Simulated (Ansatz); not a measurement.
The system is SrBr3.

```
Sr Br
1.0
     6.76406    0.00000    0.00000
    -3.38203    5.85785    0.00000
     0.00000    0.00000    6.02426
Sr Br
2 6
Direct
  0.33333 0.66667 0.75000
  0.66667 0.33333 0.25000
  0.17270 0.34539 0.25000
  0.17270 0.82730 0.25000
  0.65461 0.82730 0.25000
  0.82730 0.65461 0.75000
  0.82730 0.17270 0.75000
  0.34539 0.17270 0.75000
```

The cell comes from a database or a generator and needn't be the stable form of this composition.

Base run:

* Program: Ansatz 0.2.0
* Functional: PBE
* Potentials or basis: Ansatz PAW
* Cutoff: 420 eV
* Density cutoff: 1680 eV
* k mesh: 5 × 5 × 5
* Occupations: gaussian, width 0.01 eV
* Spin: no spin polarisation

Its results: band gap on the k mesh none (metal or under the smearing width); pressure -0.4 GPa; largest force 0.042 eV/Å.

Q: The run is repeated on the same cell with these changes: functional from PBE to RPBE; occupations from gaussian, width 0.01 eV to gaussian, width 0.02 eV. What comes out?

A: Band gap on the k mesh none (metal or under the smearing width); pressure 1.6 GPa; largest force 0.048 eV/Å.

Caveats: the potentials were made for another functional, which shifts forces and pressure (some runs); the PAW data sets come from PBE, with cores solved anew for the run's functional, which leaves a small shift of forces and pressure (some runs).

Not every run made on this cell is shown here.
